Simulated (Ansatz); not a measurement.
# CH8GeSSi: rotation by 120° about the C3–Ge4 bond, part 2 of 2

Wanted: the energy profile along the rotation by 120° about the C3–Ge4 bond, from relaxed end points and a band of images. SMILES of the start: [SiH3]S[CH2][GeH3].

Ansatz 0.2.0; RKS PBE-D4/def2-SVP.

## 6. Frequencies at the highest image

The geometry is the highest inner image of the first converged band.

Input file input.yaml:

```yaml
crystal:
  periodic: [false, false, false]
  atoms:
    - { symbol: Si, position_ang: [-0.628933, 2.389126, 0.531078] }
    - { symbol: S, position_ang: [-1.184463, 0.313176, 0.363846] }
    - { symbol: C, position_ang: [0.443484, -0.382597, -0.147202] }
    - { symbol: Ge, position_ang: [0.27724, -2.34631, -0.438232] }
    - { symbol: H, position_ang: [-1.868921, 3.127688, 0.947387] }
    - { symbol: H, position_ang: [0.456397, 2.586935, 1.557959] }
    - { symbol: H, position_ang: [-0.126473, 2.927574, -0.783955] }
    - { symbol: H, position_ang: [0.786009, 0.090476, -1.089709] }
    - { symbol: H, position_ang: [1.204626, -0.19818, 0.637656] }
    - { symbol: H, position_ang: [0.660191, -2.682614, -1.903018] }
    - { symbol: H, position_ang: [1.239047, -3.092497, 0.522619] }
    - { symbol: H, position_ang: [-1.181205, -2.787976, -0.164528] }
basis:
  gaussian: { orbitals: def2-SVP }
hamiltonian:
  xc: pbe
  dispersion: d4
phonons: {}
```

Command:

```
> ansatz run input.yaml --threads 2 --pin off --max-ram 3072MiB --backend cpu --events-out ev --progress --plain --runs-dir out
```

Standard output, cut to the lines that bear on the results:

```text
Warning: RAYON_NUM_THREADS=2 ignored (pool sized by the plan → 2); use --threads N
[...]
Functional definition: PBE
[...]
1374 factors; their error is unknown
[...]
mean field -76365.59663708 eV, -2806.3839139520 hartree, gradient 3.8e-5 eV, S^2 0.000000; 0 other end points of the search recorded, 0 dependent functions left out
[...]
reference -76365.59668003 eV, -2806.3839155307 hartree; 38, 38 occupied and 84, 84 virtual orbitals, 1374 factors
[...]
1374 factors; their error is unknown
mean field -76365.59653345 eV, -2806.3839101437 hartree, gradient 8.8e-7 eV, S^2 0.000000; 0 other end points of the search recorded, 0 dependent functions left out
[...]
reference -76365.59657640 eV, -2806.3839117221 hartree; 38, 38 occupied and 84, 84 virtual orbitals, 1374 factors
[...]
1374 factors; their error is unknown
mean field -76365.59656309 eV, -2806.3839112331 hartree, gradient 9.8e-7 eV, S^2 0.000000; 0 other end points of the search recorded, 0 dependent functions left out
[...]
WARN: phonons: modes at or below zero, which the zero-point energy, F, S and C_V leave out: 1, the lowest at -109.97 cm⁻¹. A minimum has none, and a first-order saddle one
[...]
Atom 4 at    -1.868921     3.127688     0.947387 Å, force    -0.001536    -0.003631     0.000186 eV/Å
Atom 5 at     0.456397     2.586935     1.557959 Å, force     0.000889    -0.000758     0.001224 eV/Å
Atom 6 at    -0.126473     2.927574    -0.783955 Å, force     0.000995     0.000571    -0.000491 eV/Å
Atom 7 at     0.786009     0.090476    -1.089709 Å, force     0.011107     0.000257     0.000530 eV/Å
Atom 8 at     1.204626    -0.198180     0.637656 Å, force     0.010021     0.000323    -0.006439 eV/Å
Atom 9 at     0.660191    -2.682614    -1.903018 Å, force    -0.002196    -0.003596     0.001491 eV/Å
Atom 10 at     1.239047    -3.092497     0.522619 Å, force    -0.000974    -0.003400    -0.000754 eV/Å
Atom 11 at    -1.181205    -2.787976    -0.164528 Å, force     0.001508    -0.000267    -0.000739 eV/Å
Dipole moment:     0.265882     0.043168    -0.059583 e Å
Vibrations: -109.97 43.76 107.77 134.70 165.42 484.97 503.90 505.73 574.86 595.20 656.89 721.30 750.91 807.17 855.40 855.49 880.43 881.56 929.56 1048.20 1103.89 1366.60 2080.97 2092.93 2103.55 2145.41 2148.56 2185.04 2992.95 3063.57 cm⁻¹, zero-point energy 2.032515 eV
```

Run time: 1.8 min. Hardware: 2 threads of Arm Neoverse V1, shared host; peak memory 0.17 GiB.

Of 30 modes, 1 is imaginary by more than 30 cm⁻¹ (110i cm⁻¹).

## 7. The band again, with other settings

crystal.atoms is end A as relaxed above, and neb.final_atoms is end B, turned to lie on A. With 2 inner images the band has 4 in all. The start path is listed, through a guess of the saddle.

Input file input.yaml:

```yaml
crystal:
  periodic: [false, false, false]
  atoms:
    - { symbol: Si, position_ang: [-0.629297, 2.406584, 0.420662] }
    - { symbol: S, position_ang: [-1.204485, 0.393537, -0.088442] }
    - { symbol: C, position_ang: [0.449411, -0.410897, -0.024012] }
    - { symbol: Ge, position_ang: [0.268988, -2.338979, -0.448784] }
    - { symbol: H, position_ang: [-1.891935, 3.219936, 0.413363] }
    - { symbol: H, position_ang: [0.013796, 2.46415, 1.782527] }
    - { symbol: H, position_ang: [0.350315, 2.965527, -0.579084] }
    - { symbol: H, position_ang: [1.138865, 0.052433, -0.759699] }
    - { symbol: H, position_ang: [0.894607, -0.310241, 0.987405] }
    - { symbol: H, position_ang: [-0.327621, -2.498031, -1.869021] }
    - { symbol: H, position_ang: [1.676679, -2.990421, -0.392565] }
    - { symbol: H, position_ang: [-0.662324, -3.008797, 0.591551] }
basis:
  gaussian: { orbitals: def2-SVP }
hamiltonian:
  xc: pbe
  dispersion: d4
neb:
  order_check: false
  images: 2
  f_tol: 0.05
  max_iterations: 60
  climbing: true
  final_atoms:
    - { symbol: Si, position_ang: [-0.60325903, 2.37916949, 0.5900816] }
    - { symbol: S, position_ang: [-1.08077372, 0.27837967, 0.60970188] }
    - { symbol: C, position_ang: [0.4187759, -0.37675321, -0.23197293] }
    - { symbol: Ge, position_ang: [0.27360673, -2.34571967, -0.41737632] }
    - { symbol: H, position_ang: [-1.75656574, 3.07941811, 1.25008596] }
    - { symbol: H, position_ang: [0.67028601, 2.66148803, 1.34514326] }
    - { symbol: H, position_ang: [-0.42969181, 2.88729048, -0.81826948] }
    - { symbol: H, position_ang: [0.52592079, 0.0668681, -1.2435345] }
    - { symbol: H, position_ang: [1.33142532, -0.14058946, 0.35342487] }
    - { symbol: H, position_ang: [1.55024252, -2.8675833, -1.12876225] }
    - { symbol: H, position_ang: [0.15475148, -2.98679516, 0.98709473] }
    - { symbol: H, position_ang: [-0.97771946, -2.69037208, -1.26171581] }
  initial_path:
    images:
      - { positions_ang: [[-0.629297, 2.406584, 0.420662], [-1.204485, 0.393537, -0.088442], [0.449411, -0.410897, -0.024012], [0.268988, -2.338979, -0.448784], [-1.891935, 3.219936, 0.413363], [0.013796, 2.46415, 1.782527], [0.350315, 2.965527, -0.579084], [1.138865, 0.052433, -0.759699], [0.894607, -0.310241, 0.987405], [-0.327621, -2.498031, -1.869021], [1.676679, -2.990421, -0.392565], [-0.662324, -3.008797, 0.591551]] }
      - { positions_ang: [[-0.58480743, 2.31591937, 0.48015203], [-1.24444073, 0.3044956, 0.22455528], [0.37578903, -0.37661269, -0.08769764], [0.31698464, -2.29174079, -0.41708629], [-1.7993313, 3.17152807, 0.73956679], [0.30956168, 2.44820687, 1.60051428], [0.05544522, 2.82929149, -0.72782795], [0.8592866, 0.1039075, -0.98360022], [1.05924552, -0.18357207, 0.80114637], [0.32600669, -2.52086702, -1.89090724], [1.39292413, -3.00053432, 0.2034996], [-0.98966506, -2.85522101, 0.09158599]] }
      - { positions_ang: [[-0.57612811, 2.3067812, 0.53662523], [-1.20320363, 0.26610982, 0.45726991], [0.36557733, -0.36523143, -0.15701795], [0.31852422, -2.29398768, -0.40661707], [-1.75420822, 3.12468877, 1.01847445], [0.52839168, 2.51398622, 1.4547197], [-0.20455705, 2.80321265, -0.80755644], [0.65497187, 0.1087192, -1.14487872], [1.20485163, -0.12702156, 0.58981966], [0.9519612, -2.64405112, -1.64415432], [0.88561496, -2.99932571, 0.66338617], [-1.09479688, -2.74907937, -0.52616962]] }
      - { positions_ang: [[-0.60325903, 2.37916949, 0.5900816], [-1.08077372, 0.27837967, 0.60970188], [0.4187759, -0.37675321, -0.23197293], [0.27360673, -2.34571967, -0.41737632], [-1.75656574, 3.07941811, 1.25008596], [0.67028601, 2.66148803, 1.34514326], [-0.42969181, 2.88729048, -0.81826948], [0.52592079, 0.0668681, -1.2435345], [1.33142532, -0.14058946, 0.35342487], [1.55024252, -2.8675833, -1.12876225], [0.15475148, -2.98679516, 0.98709473], [-0.97771946, -2.69037208, -1.26171581]] }
```

Command:

```
> ansatz run input.yaml --threads 2 --pin off --max-ram 3072MiB --backend cpu --events-out ev --progress --plain --runs-dir out
```

Standard output, cut to the lines that bear on the results:

```text
Warning: RAYON_NUM_THREADS=2 ignored (pool sized by the plan → 2); use --threads N
[...]
[... 1 set-up line as earlier in the session ...]
[...]
1374 factors; their error is unknown
[...]
mean field -76365.64549870 eV, -2806.3857095836 hartree, gradient 2.7e-5 eV, S^2 0.000000; 0 other end points of the search recorded, 0 dependent functions left out
[...]
reference -76365.64554224 eV, -2806.3857111838 hartree; 38, 38 occupied and 84, 84 virtual orbitals, 1374 factors
1374 factors; their error is unknown
[...]
mean field -76365.64560652 eV, -2806.3857135458 hartree, gradient 2.5e-5 eV, S^2 0.000000; 0 other end points of the search recorded, 0 dependent functions left out
[...]
reference -76365.64564977 eV, -2806.3857151353 hartree; 38, 38 occupied and 84, 84 virtual orbitals, 1374 factors
NEB end point (image 0): max|allowed force component| = 3.667e-3 eV/Å (the criterion of neb.relax_end_points is 1.000e-2)
[...]
Atom 2 at     0.414998    -0.371421    -0.186131 Å, force     0.001159     0.004150    -0.028871 eV/Å
Atom 3 at     0.284021    -2.343521    -0.426404 Å, force     0.016775    -0.039158     0.031891 eV/Å
Atom 4 at    -1.851784     3.144237     0.947766 Å, force     0.000422    -0.006810     0.004638 eV/Å
Atom 5 at     0.454998     2.569319     1.594872 Å, force     0.003088     0.003449    -0.002100 eV/Å
Atom 6 at    -0.089007     2.897075    -0.758921 Å, force    -0.000531     0.007611    -0.001430 eV/Å
Atom 7 at     0.703729     0.085584    -1.154618 Å, force     0.005366     0.002429     0.006066 eV/Å
Atom 8 at     1.211446    -0.155715     0.555317 Å, force     0.002122    -0.003865    -0.012690 eV/Å
Atom 9 at     0.900479    -2.736668    -1.795975 Å, force     0.002670     0.014006     0.017221 eV/Å
Atom 10 at     1.067178    -3.063555     0.704523 Å, force    -0.024927     0.025059    -0.016002 eV/Å
Atom 11 at    -1.201809    -2.774644    -0.382614 Å, force    -0.013450     0.005190    -0.010783 eV/Å
Dipole moment:     0.262031     0.051350    -0.069832 e Å
this run last wrote the band of iteration 6 to <dir>
```

Wall time 37 s (2 threads of Arm Neoverse V1, shared host); peak memory 0.17 GiB.

## 8. What the band shows

Images 0 and 3 are the ends. Energies count from image 0; the path length is the program's own measure over all atoms.

| image | path (Å) | energy (eV) | dihedral S2–C3–Ge4–H12 (°) | band force (eV/Å) |
| --- | --- | --- | --- | --- |
| 0 | 0.000 | 0.0000 | -60 | - |
| 1 | 1.283 | 0.0294 | -26 | 0.019 |
| 2* | 2.567 | 0.0452 | 12 | 0.039 |
| 3 | 4.297 | 0.0000 | 60 | - |

The star marks the climbing image.

image, energy (eV) and a bar:
```
        0      0.000 
        1      0.029 ####################
        2      0.045 ##############################
        3      0.000
```

## 9. What came out

What follows sums up all 2 parts.

```
                                quantity                                                     value
                                   end A                                   6 moves, 0.325 eV lower
                                   end B                                   6 moves, 0.317 eV lower
            first band: barrier forwards                                                  0.050 eV
           first band: barrier backwards                                                  0.049 eV
first band: second end relative to first                                                  0.000 eV
               first band: highest image                                     3 of 0 to 6, climbing
             first band: band iterations                                                         8
              imaginary modes at the top                                                 110i cm⁻¹
                             second band  top 0.045 eV above image 0, 6 iterations, 2 inner images
             time, first and second band                                          1.8 min and 37 s
```

What this shows: In the first band: the barrier from the first end is 0.050 eV, 1.9 times kT at 300 K. The two ends lie within 1 meV of each other. The listed dihedral goes from -60° at end A through 0° at the highest image to 60° at end B. One imaginary mode, as a first-order saddle point has. The second band's top lies 4 meV below the first's, so the changed settings hardly move the height. Zero-point energy and entropy are left out.
